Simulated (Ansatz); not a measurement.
# CH7FSi2: up Jacob's ladder to CCSD(T)

One table from this session's results is given with a row withheld; the runs are named, their logs left out.

The runs use Ansatz 0.2.0, Gaussian basis; functionals in def2-TZVPP, the program's frozen cores in correlated methods.

The runs, in order: PBE-D4, r2SCAN-D4, PBE0-D4, B3LYP-D4, ωB97X-V, ωB97M-V, B2PLYP; CCSD(T)/def2-TZVPP; MP2/def2-QZVPP; extrapolation to the limit.

## The geometry

An earlier PBE0-D4 in a triple-zeta def2 set relaxation fixed the geometry.

11 atoms, charge 0, spin multiplicity 1.

Atoms are counted from 1 here; the program's logs count them from 0.

Bond lengths: F1–Si2 1.604 Å, Si2–C3 1.854 Å, Si2–H5 1.484 Å, Si2–H6 1.484 Å, C3–Si4 1.877 Å, C3–H7 1.097 Å, C3–H8 1.095 Å, Si4–H9 1.485 Å, Si4–H10 1.487 Å, Si4–H11 1.487 Å. Angles: F1–Si2–C3 109.3°, F1–Si2–H5 107.5°, F1–Si2–H6 107.1°, C3–Si2–H5 110.7°, C3–Si2–H6 112.0°, H5–Si2–H6 110.0°, Si2–C3–Si4 115.3°, Si2–C3–H7 107.4°, Si2–C3–H8 109.5°, Si4–C3–H7 108.3°, Si4–C3–H8 109.1°, H7–C3–H8 106.9°, C3–Si4–H9 110.5°, C3–Si4–H10 109.9°, C3–Si4–H11 110.3°, H9–Si4–H10 108.8°, H9–Si4–H11 108.7°, H10–Si4–H11 108.5°.

The first run:

File in.yaml:

```yaml
crystal:
  periodic: [false, false, false]
  atoms:
    - {symbol: F, position_ang: [-1.629069, 1.667403, 0.202050]}
    - {symbol: Si, position_ang: [-0.069215, 1.498420, 0.534447]}
    - {symbol: C, position_ang: [0.349174, -0.305884, 0.605540]}
    - {symbol: Si, position_ang: [-0.157158, -1.306862, -0.899738]}
    - {symbol: H, position_ang: [0.693955, 2.172901, -0.544987]}
    - {symbol: H, position_ang: [0.175668, 2.177464, 1.831362]}
    - {symbol: H, position_ang: [1.437106, -0.385249, 0.722631]}
    - {symbol: H, position_ang: [-0.101264, -0.751107, 1.498893]}
    - {symbol: H, position_ang: [-1.636383, -1.388431, -0.995733]}
    - {symbol: H, position_ang: [0.369909, -0.665719, -2.134113]}
    - {symbol: H, position_ang: [0.392577, -2.686035, -0.812150]}
basis:
  gaussian: {orbitals: def2-TZVPP}
hamiltonian: {xc: pbe, dispersion: d4}
output: {forces: true, orbitals: {seedname: orbitals}}
```

Launch:

```bash
> ansatz run in.yaml --threads 4 --pin off --events-out ev --progress --plain --max-ram 10444MiB
```

Among the steps run: PBE-D4 (GGA); r2SCAN-D4 (meta-GGA); PBE0-D4 (hybrid); B3LYP-D4 (hybrid); ωB97X-V (range-separated); ωB97M-V (range-separated); B2PLYP (double hybrid); CCSD(T) in def2-TZVPP; MP2 in def2-QZVPP.

One of the session's tables, all rows but one given; the rest of the session is left out.

```
            method  atomisation energy (kcal/mol)
            PBE-D4                          893.4
         r2SCAN-D4                          897.6
           PBE0-D4                          888.4
          B3LYP-D4                          896.3
           ωB97X-V                              ?
           ωB97M-V                          899.9
            B2PLYP                          887.6
     HF/def2-TZVPP                          692.0
    MP2/def2-TZVPP                          883.1
   CCSD/def2-TZVPP                          870.9
CCSD(T)/def2-TZVPP                          879.0
           MP2/CBS                          905.0
       CCSD(T)/CBS                          900.9
```

Q: Estimate the row for ωB97X-V from the others.

**Answer.** atomisation energy (kcal/mol): 903.2. In the column «atomisation energy (kcal/mol)» it lies between CCSD(T)/CBS (900.9) and MP2/CBS (905.0).

Caveats from the session: Free atoms (1 F, 2 Si, 1 C, 7 H) were run apart at each level; the atomisation energy is their sum less the molecule, without zero-point or spin-orbit terms.
